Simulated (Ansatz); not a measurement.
# Cu27O2 slab: single point

The task, for Cu27O2 slab: 2 runs in a chain (single point).

Method: DFT RPBE, scalar-relativistic, plane waves, PAW, and further levels as typed in the inputs, in Ansatz 0.2.0.

## (1) Starting point

The structure is monoclinic, space group Cm (No. 8). Conventional cell: a = 13.282 Å, b = 7.669 Å, c = 21.174 Å, α = 90.00°, β = 90.00°, γ = 90.00°. Around Cu (site symmetry m) lie 9 Cu at 2.56 Å. Cu (site symmetry 1) has 9 Cu at 2.56 Å as nearest neighbours. Around Cu (site symmetry 1) lie 12 Cu at 2.56 Å. Cu (site symmetry m) is surrounded by 12 Cu at 2.56 Å. Only part of the 20 independent sites is listed.

Structure file:

```cif
data_structure
_symmetry_space_group_name_H-M 'P 1'
_symmetry_Int_Tables_number 1
_cell_length_a 7.6686
_cell_length_b 7.6686
_cell_length_c 21.1742
_cell_angle_alpha 90.000
_cell_angle_beta 90.000
_cell_angle_gamma 60.000
_cell_volume 1078.37
loop_
_atom_site_label
_atom_site_type_symbol
_atom_site_fract_x
_atom_site_fract_y
_atom_site_fract_z
_atom_site_occupancy
Cu1 Cu 0.11111 0.11111 0.40143 1
Cu2 Cu 0.44444 0.11111 0.40143 1
Cu3 Cu 0.77778 0.11111 0.40143 1
Cu4 Cu 0.11111 0.44444 0.40143 1
Cu5 Cu 0.44444 0.44444 0.40143 1
Cu6 Cu 0.77778 0.44444 0.40143 1
Cu7 Cu 0.11111 0.77778 0.40143 1
Cu8 Cu 0.44444 0.77778 0.40143 1
Cu9 Cu 0.77778 0.77778 0.40143 1
Cu10 Cu 0.88889 0.22222 0.50000 1
Cu11 Cu 0.22222 0.22222 0.50000 1
Cu12 Cu 0.55556 0.22222 0.50000 1
Cu13 Cu 0.88889 0.55556 0.50000 1
Cu14 Cu 0.22222 0.55556 0.50000 1
Cu15 Cu 0.55556 0.55556 0.50000 1
Cu16 Cu 0.88889 0.88889 0.50000 1
Cu17 Cu 0.22222 0.88889 0.50000 1
Cu18 Cu 0.55556 0.88889 0.50000 1
Cu19 Cu 0.00000 0.00000 0.59857 1
Cu20 Cu 0.33333 0.00000 0.59857 1
Cu21 Cu 0.66667 0.00000 0.59857 1
Cu22 Cu 0.00000 0.33333 0.59857 1
Cu23 Cu 0.33333 0.33333 0.59857 1
Cu24 Cu 0.66667 0.33333 0.59857 1
Cu25 Cu 0.00000 0.66667 0.59857 1
Cu26 Cu 0.33333 0.66667 0.59857 1
Cu27 Cu 0.66667 0.66667 0.59857 1
O1 O 0.54677 0.23980 0.81109 1
O2 O 0.45501 0.42331 0.81109 1
```

## (2) Single point: Cu27O2 slab, moments ++

It takes the final geometry of an earlier run.

A dipole layer in the vacuum cancels the field that periodic copies would set up if the slab's two faces differ.

Input file input.yaml:

```yaml
crystal:
  lattice:
    - [7.668573042, 0.0, 0.0]
    - [3.834286521, 6.6411790651, 0.0]
    - [0.0, 0.0, 21.1742424462]
  atoms:
    - { symbol: Cu, position: [0.1111111111, 0.1111111111, 0.4014311266] }
    - { symbol: Cu, position: [0.4444444444, 0.1111111111, 0.4014311266] }
    - { symbol: Cu, position: [0.7777777778, 0.1111111111, 0.4014311266] }
    - { symbol: Cu, position: [0.1111111111, 0.4444444444, 0.4014311266] }
    - { symbol: Cu, position: [0.4444444445, 0.4444444444, 0.4014311266] }
    - { symbol: Cu, position: [0.7777777778, 0.4444444444, 0.4014311266] }
    - { symbol: Cu, position: [0.1111111111, 0.7777777778, 0.4014311266] }
    - { symbol: Cu, position: [0.4444444444, 0.7777777778, 0.4014311266] }
    - { symbol: Cu, position: [0.7777777778, 0.7777777778, 0.4014311266] }
    - { symbol: Cu, position: [-0.1111111111, 0.2222222222, 0.5] }
    - { symbol: Cu, position: [0.2222222222, 0.2222222222, 0.5] }
    - { symbol: Cu, position: [0.5555555556, 0.2222222222, 0.5] }
    - { symbol: Cu, position: [-0.1111111111, 0.5555555556, 0.5] }
    - { symbol: Cu, position: [0.2222222222, 0.5555555556, 0.5] }
    - { symbol: Cu, position: [0.5555555556, 0.5555555556, 0.5] }
    - { symbol: Cu, position: [-0.1111111111, 0.8888888889, 0.5] }
    - { symbol: Cu, position: [0.2222222222, 0.8888888889, 0.5] }
    - { symbol: Cu, position: [0.5555555556, 0.8888888889, 0.5] }
    - { symbol: Cu, position: [0.0, 0.0, 0.5985688734] }
    - { symbol: Cu, position: [0.3333333333, 0.0, 0.5985688734] }
    - { symbol: Cu, position: [0.6666666667, 0.0, 0.5985688734] }
    - { symbol: Cu, position: [0.0, 0.3333333333, 0.5985688734] }
    - { symbol: Cu, position: [0.3333333333, 0.3333333333, 0.5985688734] }
    - { symbol: Cu, position: [0.6666666667, 0.3333333333, 0.5985688734] }
    - { symbol: Cu, position: [0.0, 0.6666666667, 0.5985688734] }
    - { symbol: Cu, position: [0.3333333333, 0.6666666667, 0.5985688734] }
    - { symbol: Cu, position: [0.6666666667, 0.6666666667, 0.5985688734] }
    - { symbol: O, position: [0.5467651639, 0.2398030055, 0.8110912345], spin: 1.0 }
    - { symbol: O, position: [0.4550095849, 0.4233141636, 0.8110912345], spin: 1.0 }
magnetization:
  spin_polarized: true
scf:
  occupations: { method: gaussian, width: 0.1 }
output:
  forces: true
  populations: true
hamiltonian:
  xc: rpbe
kpoints:
  mp_grid: { grid: [3, 3, 1] }
efield:
  axis: 3
  dipole_correction: true
```

Started as:

```console
> ansatz run input.yaml --threads 8 --pin off --max-ram 24576MiB --backend cpu --events-out ev --progress --plain --runs-dir out
```

Output, shortened:

```text
Warning: RAYON_NUM_THREADS=8 ignored (pool sized by the plan → 8); use --threads N
[...]
Pseudopotentials: kind: paw
Pseudopotential: Cu, paw, valence charge 19, recommended cutoff 420 eV (normal), Cu.paw.azcp
Pseudopotential: O, paw, valence charge 6, recommended cutoff 420 eV (normal), O.paw.azcp
Functional definition: RPBE
[...]
Crystal: 29 atoms, lattice volume = 1078.370 Å³
Basis set: ecut = 420 eV, 21041 PW (Γ), exchange–correlation on 108×108×288 points (8 copies of the dense FFT grid, shifted against one another)
Bands: 317, of which v1, the nominal top of the filled ones, is band 263 counted from 1 (262 counted from 0)
Symmetry: 2 space group operations
k-points: 4 of 9 (time reversal used)
[...]
Starting moments: Σ|m| = 2 μB on 2 of 29 sites
[...]
SCF iter   1: F=—  HF=-180167.757463 eV  |F-HF|=—  |Δ(HF+E_count)|=         —  Δρ=7.38e-2 (↑6.76e-2 ↓7.38e-2)  dr2=1.64e2  dr2_m=1.75e0  M=0.001 μB ∫|m|=0.266 μB  β_m=0.30  ethr=3.10e-3  p=-0.000 e·Å  D=-9.97e-6 V/Å  ΔV_dip=0.00 eV  dr2_dipole=1.46e1  V_vac-E_F(+/−)=4.32/4.32 eV  [...]
spin=Collinear: Resta preconditioning applied to the charge; magnetization (m = ρ↑ − ρ↓) channel mixes plain (no charge-response kernel on spin).
[...]
spin-set hold released at iteration 14 (site moments contracting): the magnetisation degrees of freedom join the quasi-Newton model from the next iteration; the mixer history was flushed
[...]
density mixer auto → broyden: no gap read (density of states about μ 0.69 of a free-electron gas's, 250 screened modes)
[...]
WARN: efield: at this solve's end the planar-averaged density reaches 4.27e-5 e/Å³ inside the ramp window [0.0090, 0.2035] (bound 1e-5 e/Å³), and -2.89e-5 e/Å³ on another of its planes; by the running means of the window's planes the mean density over a ramp is at most 3.98e-5 e/Å³, which [...]
Levels:          The Fermi level and band energies are counted from a zero that moves with the ramp; work functions are not
[...]
--- Forces (eV/Å), atoms counted from 1 ---
  atom   1  Cu     0.00000000    -0.00000630    -0.17497542
  atom   2  Cu     0.00024982     0.00020854    -0.17501557
  atom   3  Cu    -0.00024982     0.00020854    -0.17501557
  atom   4  Cu     0.00009162    -0.00008109    -0.17485261
  atom   5  Cu     0.00000000    -0.00024003    -0.17488147
  atom   6  Cu    -0.00009162    -0.00008109    -0.17485261
  atom   7  Cu     0.00012753    -0.00006658    -0.17497861
  atom   8  Cu    -0.00012753    -0.00006658    -0.17497861
[...]
--- Band table (eV; the first three rows and the last of 8) ---
[...]
--- Löwdin populations: 29 sites ---
  site symbol       q [e]    m [muB]
     0     Cu     18.8621    -0.0008
     1     Cu     18.8620    -0.0006
     2     Cu     18.8620    -0.0006
     3     Cu     18.8620    -0.0006
     4     Cu     18.8621    -0.0009
     5     Cu     18.8620    -0.0006
     6     Cu     18.8620    -0.0006
     7     Cu     18.8620    -0.0006
     8     Cu     18.8621    -0.0008
     9     Cu     18.8541    -0.0003
    10     Cu     18.8541    -0.0003
    11     Cu     18.8540    -0.0003
    12     Cu     18.8541    -0.0003
    13     Cu     18.8541    -0.0003
    14     Cu     18.8541    -0.0003
    15     Cu     18.8540    -0.0003
    16     Cu     18.8540    -0.0003
    17     Cu     18.8540    -0.0003
    18     Cu     18.8616    -0.0006
    19     Cu     18.8616    -0.0006
    20     Cu     18.8618    -0.0013
    21     Cu     18.8619    -0.0009
    22     Cu     18.8623    -0.0004
    23     Cu     18.8623    -0.0004
    24     Cu     18.8616    -0.0006
    25     Cu     18.8618    -0.0013
    26     Cu     18.8616    -0.0006
    27      O      5.9504     0.9918
    28      O      5.9504     0.9918
  spilling = 0.007424 (of n_electrons = 525.000000)
```

Run time: 4.3 min. Hardware: 8 threads of Arm Neoverse N1, shared host; peak memory 9.7 GiB.

By site:

```
atom  moment in the atom's sphere (μB)  Löwdin electrons
 Cu1                              0.00             18.86
 Cu2                              0.00             18.86
 Cu3                              0.00             18.86
 Cu4                              0.00             18.86
 Cu5                              0.00             18.86
 Cu6                              0.00             18.86
 Cu7                              0.00             18.86
 Cu8                              0.00             18.86
 Cu9                              0.00             18.86
Cu10                              0.00             18.85
Cu11                              0.00             18.85
Cu12                              0.00             18.85
Cu13                              0.00             18.85
Cu14                              0.00             18.85
Cu15                              0.00             18.85
Cu16                              0.00             18.85
Cu17                              0.00             18.85
Cu18                              0.00             18.85
Cu19                              0.00             18.86
Cu20                              0.00             18.86
Cu21                              0.00             18.86
Cu22                              0.00             18.86
Cu23                              0.00             18.86
Cu24                              0.00             18.86
Cu25                              0.00             18.86
Cu26                              0.00             18.86
Cu27                              0.00             18.86
 O28                              0.56              5.95
 O29                              0.56              5.95
```

The Löwdin counts miss 3.89 of the 525 electrons, which the atomic orbitals do not span, so they are no charges.

## (3) Single point: r2SCAN

It takes the final geometry of an earlier run.

Edit input.yaml of step 2 so:

```diff
@@ -43,3 +43,3 @@
 hamiltonian:
-  xc: rpbe
+  xc: r2scan
 kpoints:
```

Started as:

```console
> ansatz run input.yaml --threads 8 --pin off --max-ram 24576MiB --backend cpu --events-out ev --progress --plain --runs-dir out
```

Output, shortened:

```text
Warning: RAYON_NUM_THREADS=8 ignored (pool sized by the plan → 8); use --threads N
[...]
[... 1 set-up line as earlier in the session ...]
Pseudopotential: Cu, paw, valence charge 19, recommended cutoff 500 eV (meta_gga), Cu.paw.azcp
Pseudopotential: O, paw, valence charge 6, recommended cutoff 500 eV (meta_gga), O.paw.azcp
Functional definition: r2SCAN
[...]
Crystal: 29 atoms, lattice volume = 1078.370 Å³
Basis set: ecut = 500 eV, 27293 PW (Γ), exchange–correlation on 240×240×640 points (64 copies of the dense FFT grid, shifted against one another)
Bands: 317, of which v1, the nominal top of the filled ones, is band 263 counted from 1 (262 counted from 0)
[... 1 set-up line as earlier in the session ...]
k-points: 4 of 9 (time reversal used)
[...]
Starting moments: Σ|m| = 2 μB on 2 of 29 sites
[...]
spin=Collinear: Resta preconditioning applied to the charge; magnetization (m = ρ↑ − ρ↓) channel mixes plain (no charge-response kernel on spin).
[...]
WARN: efield: at this solve's end the planar-averaged density reaches 2.64e-5 e/Å³ inside the ramp window [0.0090, 0.2035] (bound 1e-5 e/Å³); the window's nearer edge stands 4.19 Å from this solve's nearest atom along the axis. Its work functions, free energy, forces, stress, dipole, [...]
--- Band table (eV; the first three rows and the last of 8) ---
[...]
--- Löwdin populations: 29 sites ---
  site symbol       q [e]    m [muB]
     0     Cu     18.8641    -0.0005
     1     Cu     18.8640    -0.0004
     2     Cu     18.8640    -0.0004
     3     Cu     18.8640    -0.0004
     4     Cu     18.8641    -0.0006
     5     Cu     18.8640    -0.0004
     6     Cu     18.8641    -0.0004
     7     Cu     18.8641    -0.0004
     8     Cu     18.8641    -0.0005
     9     Cu     18.8543    -0.0001
    10     Cu     18.8543    -0.0001
    11     Cu     18.8543    -0.0001
    12     Cu     18.8542    -0.0001
    13     Cu     18.8543    -0.0001
    14     Cu     18.8543    -0.0001
    15     Cu     18.8542    -0.0002
    16     Cu     18.8542    -0.0002
    17     Cu     18.8542    -0.0002
    18     Cu     18.8639    -0.0003
    19     Cu     18.8639    -0.0003
    20     Cu     18.8641    -0.0008
    21     Cu     18.8641    -0.0006
    22     Cu     18.8650    -0.0001
    23     Cu     18.8650    -0.0001
    24     Cu     18.8639    -0.0003
    25     Cu     18.8641    -0.0008
    26     Cu     18.8639    -0.0003
    27      O      5.9476     0.9929
    28      O      5.9476     0.9929
  spilling = 0.007356 (of n_electrons = 525.000000)
```

It took 7.5 min on 8 threads of Arm Neoverse N1, shared host; peak memory 14 GiB.

Site by site:

```
atom  moment in the atom's sphere (μB)  Löwdin electrons
 Cu1                              0.00             18.86
 Cu2                              0.00             18.86
 Cu3                              0.00             18.86
 Cu4                              0.00             18.86
 Cu5                              0.00             18.86
 Cu6                              0.00             18.86
 Cu7                              0.00             18.86
 Cu8                              0.00             18.86
 Cu9                              0.00             18.86
Cu10                              0.00             18.85
Cu11                              0.00             18.85
Cu12                              0.00             18.85
Cu13                              0.00             18.85
Cu14                              0.00             18.85
Cu15                              0.00             18.85
Cu16                              0.00             18.85
Cu17                              0.00             18.85
Cu18                              0.00             18.85
Cu19                              0.00             18.86
Cu20                              0.00             18.86
Cu21                              0.00             18.86
Cu22                              0.00             18.86
Cu23                              0.00             18.86
Cu24                              0.00             18.86
Cu25                              0.00             18.86
Cu26                              0.00             18.86
Cu27                              0.00             18.86
 O28                              0.58              5.95
 O29                              0.58              5.95
```

The Löwdin counts miss 3.86 of the 525 electrons, which the atomic orbitals do not span, so they are no charges.

## (4) Summary of results

| step | level | energy (eV) | gap on the mesh (eV) | moment (μB/cell) | largest site moment (μB) | time |
| --- | --- | --- | --- | --- | --- | --- |
| 2 | RPBE | -180146.366 | 0.00 | 1.98 | 0.56 | 4.3 min |
| 3 | r2SCAN | -180164.945 | 0.00 | 1.99 | 0.58 | 7.5 min |

Totals of different systems or levels have different zeros; only balanced differences at one level mean anything.

**Reading.** The magnetic state reached may not be the lowest one.
